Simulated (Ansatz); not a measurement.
# SnH2Br radical: a rigid scan of the bond length Sn2–H4

Aim: the energy along the bond length Sn2–H4, from CCSD(T) and from cheaper methods, relative to the minimum. No other atom is relaxed.

The runs use Ansatz 0.2.0, Gaussian basis; single points in def2-TZVPP.

Levels: PBE-D4, r2SCAN-D4, PBE0-D4, B3LYP-D4, wB97M-V, Hartree-Fock, MP2, CCSD, CCSD(T). The scan takes 1.413, 1.486, 1.592, 1.716, 1.854, 2.002, 2.160 Å.

Cores are frozen in the correlated methods. Filled d shells of the heavier atoms are correlated. Core potentials replace the inner electrons past krypton, and spin-orbit coupling is left out. Orbitals are unrestricted. B3LYP uses VWN-RPA correlation.

21 further runs of the same task are left out: 21 set aside as unsound or not needed.

## (1) The system as given

The minimum, relaxed at PBE0-D4: SMILES `[Br][SnH2]`, 4 atoms, charge 0, spin multiplicity 2.

Atoms are counted from 1 here; the program's logs count them from 0.

Bond lengths: Br1–Sn2 2.493 Å, Sn2–H3 1.723 Å, Sn2–H4 1.723 Å. Angles: Br1–Sn2–H3 105.4°, Br1–Sn2–H4 105.4°, H3–Sn2–H4 111.2°.

Geometry (Å):

```
Br   -1.97416    0.42628   -0.67094
Sn    0.42313   -0.19218   -0.37957
H     0.42671   -1.49942    0.74307
H     1.17982    1.20501    0.28714
```

Energies of the minimum (eV), from earlier single points: PBE-D4 -75899.87908, r2SCAN-D4 -75912.36551, PBE0-D4 -75902.61621, B3LYP-D4 -75913.53250, wB97M-V -75905.07652, CCSD(T) -75853.42063.

At the minimum the bond length Sn2–H4 is 1.723 Å.

## (2) Sn2–H4 = 1.413 Å

ccsdt-tzvpp/in.yaml reads:

```yaml
crystal:
  periodic: [false, false, false]
  atoms:
    - {symbol: Br, position_ang: [-1.974165, 0.426283, -0.670942]}
    - {symbol: Sn, position_ang: [0.423135, -0.192178, -0.379569]}
    - {symbol: H, position_ang: [0.426711, -1.499416, 0.743066]}
    - {symbol: H, position_ang: [1.043627, 0.953536, 0.167146]}
basis:
  gaussian: {orbitals: def2-TZVPP}
magnetization: {spin_polarized: true, initial_magnetization: 1}
correlation: {method: ccsd_t}
scf: {omitted_lower_state_checks: [cluster_reference]}
```

The command line of these runs was not kept.

The runs that follow: Sn2–H4 = 1.486 Å; Sn2–H4 = 1.592 Å; Sn2–H4 = 1.716 Å; Sn2–H4 = 1.854 Å; Sn2–H4 = 2.002 Å; Sn2–H4 = 2.160 Å.

**Question.** What will these runs give? Wanted: highest point, CCSD(T); lowest point, CCSD(T); minimum along the scan, CCSD(T); RMS deviation from CCSD(T); largest T1 diagnostic.

The runs gave:

```
                       quantity                                                                                                            value
         highest point, CCSD(T)                                                                                         20.9 kcal/mol at 1.413 Å
          lowest point, CCSD(T)                                                                                          0.0 kcal/mol at 1.716 Å
minimum along the scan, CCSD(T)                                                                                                          1.708 Å
                curvature there                                                                                                       13.3 eV/Å²
     RMS deviation from CCSD(T)  PBE-D4 2.4, r2SCAN-D4 1.1, PBE0-D4 1.0, B3LYP-D4 1.8, wB97M-V 0.2, Hartree-Fock 1.0, MP2 1.5, CCSD 0.3 kcal/mol
          largest T1 diagnostic                                                                                                            0.018
```

In words: A polynomial through the near points puts the CCSD(T) minimum 0.015 Å below the PBE0-D4 value. It is steeper on the short side than on the long one. Curvature against CCSD(T): PBE-D4 -16 %, Hartree-Fock +8 %. wB97M-V follows the CCSD(T) curve best and PBE-D4 worst. 2 further points are left out, because the reference changes its state there.
